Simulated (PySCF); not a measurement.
**HgCl2: other functionals and bases at one geometry**

One table from this session's results is given with a row withheld; the runs are named, their logs left out.

Computed with PySCF 2.14.0. Level: several levels, as the steps say, no spin–orbit coupling.

1 further run of the same task is left out (for a known fault of the program).

## Starting geometry

3 atoms, charge 0, spin multiplicity 1.

Bond lengths: Hg1–Cl2 2.282 Å, Hg1–Cl3 2.282 Å. Angles: Cl2–Hg1–Cl3 180.0°.

Geometry (Å):

```xyz
3

Hg    0.00000    0.00000    0.37644
Cl    2.28236    0.00000    0.37640
Cl   -2.28236    0.00000    0.37640
```

Formal oxidation states: Hg +2. An earlier session relaxed this geometry at PBE0, Hg def2-SVP with ECP60, Cl def2-SVP (singlet, point group D∞h).

At PBE0 on the finer grid: E = -1073.347650 Eh, HOMO -8.72 eV, LUMO -2.39 eV, Mulliken charge on Hg1 +0.56 e, largest force component 0.001 eV/Å. 

Levels to run: BP86; revPBE; PBE0, TZVP. Hardware: 2 threads of Arm Neoverse V1, shared host.

The first run:

Contents of run.py (the lines that set the calculation):

```python
mol = gto.M(atom='''
Hg     0.00000     0.00000     0.37644
Cl     2.28236     0.00000     0.37640
Cl    -2.28236     0.00000     0.37640''',
    basis={'Hg': 'def2-SVP', 'Cl': 'def2-SVP'},
    ecp={'Hg': 'def2-SVP'},
    charge=0, spin=0)
mf = dft.RKS(mol, xc='B88,P86')
mf.grids.atom_grid = (75, 302)
mf = mf.density_fit()  # fitting sets: Hg def2-universal-JKFIT, Cl def2-universal-JKFIT
mf.conv_tol = 1e-08; mf.max_cycle = 55
mf.kernel(dm0)  # dm0: the density of the relaxed state
```

The run is started by

```bash
$ OMP_NUM_THREADS=2 python run.py
```

Steps of the session up to this table: BP86; revPBE; PBE0, TZVP.

One table of the session follows, with a row left open; its other results are not shown here.

| level | HOMO (eV) | gap (eV) | charge on Hg1 (e) | largest force component (eV/Å) |
| --- | --- | --- | --- | --- |
| PBE0 (relaxed here) | -8.72 | 6.33 | 0.56 | 0.00 |
| BP86 | ? | ? | ? | ? |
| revPBE | -7.25 | 4.06 | 0.48 | 0.48 |
| PBE0, TZVP | -8.93 | 6.44 | 0.75 | 0.38 |

**Question.** Estimate the row for BP86.

The run gave: HOMO (eV): -7.40; gap (eV): 4.00; charge on Hg1 (e): 0.46; largest force component (eV/Å): 0.34. In the column «HOMO (eV)» it lies between PBE0 (relaxed here) (-8.72) and revPBE (-7.25).

In one basis the HOMO–LUMO gap runs from 4.00 eV (BP86) to 6.33 eV (PBE0). The largest leftover force, 0.48 eV/Å with revPBE, stands at a geometry relaxed at another level. Total energies of different levels can't be compared.
